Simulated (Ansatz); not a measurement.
**SiGeC (quintet): from Hartree-Fock to the top rungs, cc-pVDZ**

The task here is to estimate one member of a computed series from the others.

Computed with Ansatz 0.2.0, Gaussian basis. Level: cc-pVDZ, core rule «outside noble gas», up to 20 orbitals frozen.

Plan: UHF; CCSD(T) on ROHF; CCSD(T) on UHF; BCCD(T) on ROHF; CISD; CCSDT(Q) on ROHF; CCSDT(Q) on UHF.

20 further runs of the same task are left out: 9 that didn't finish, 11 set aside as unsound or not needed.

## The system

The geometry is a PBE0/def2-TZVP stationary point (not a proven minimum) of the parent state, kept for this charge and spin. No spin-orbit coupling is included. The filled d shell of Ge may be among the frozen orbitals whatever the setting's name suggests; the logs give the count.

3 atoms, charge 0, spin multiplicity 5.

Atoms are counted from 1 here; the program's logs count them from 0.

Bond lengths: C1–Ge2 1.978 Å, C1–Si3 1.735 Å, Ge2–Si3 2.394 Å. Angles: Ge2–C1–Si3 80.0°, C1–Ge2–Si3 45.6°, C1–Si3–Ge2 54.5°.

The first run:

File in.yaml:

```yaml
crystal:
  periodic: [false, false, false]
  atoms:
    - {symbol: C, position_ang: [0.000000, -1.189587, -0.766512]}
    - {symbol: Ge, position_ang: [0.000000, 0.073797, 0.755332]}
    - {symbol: Si, position_ang: [0.000000, 0.317856, -1.625785]}
basis:
  gaussian: {orbitals: cc-pVDZ}
magnetization: {spin_polarized: true, initial_magnetization: 4}
hamiltonian: {xc: hf}
output: {orbitals: {seedname: orbitals}}
```

The run is started by

```bash
> ansatz run in.yaml --threads 1 --pin off --events-out ev --progress --plain --max-ram 2393MiB
```

Among the steps run: UHF; CCSD(T) on ROHF; CCSD(T) on UHF; BCCD(T) on ROHF; CISD; CCSDT(Q) on ROHF; CCSDT(Q) on UHF.

One of the session's tables, all rows but one given; the rest of the session is left out.

It belongs to the step «Misses and costs». 

```
   method  from RCCSDT(Q) (meV)
     ROHF               +8197.5
      UHF               +7588.6
     RMP2               +1283.5
     UMP2               +1732.5
    RCCSD                     ?
    UCCSD                +563.7
 RCCSD(T)                +103.5
 UCCSD(T)                +138.7
  BCCD(T)                 +98.1
   RCCSDT                 +58.1
   UCCSDT                 +45.6
RCCSDT(Q)                     0
UCCSDT(Q)                 -15.7
```

Q: Estimate the row for RCCSD from the others.

**Answer.** from RCCSDT(Q) (meV): +582.2. In the column «from RCCSDT(Q) (meV)» it lies between UCCSD (+563.7) and RMP2 (+1283.5).

Not comparable, so not listed: CISD (they don't share determinant, frozen orbitals or solution with the rows shown, or repeat one).

Limits of these values: Warnings: spin contamination; large T1 diagnostic. Restricted and unrestricted rows rest on different reference determinants; where their highest levels disagree by more than a few hundredths of an eV, they describe different states and don't form one ladder.
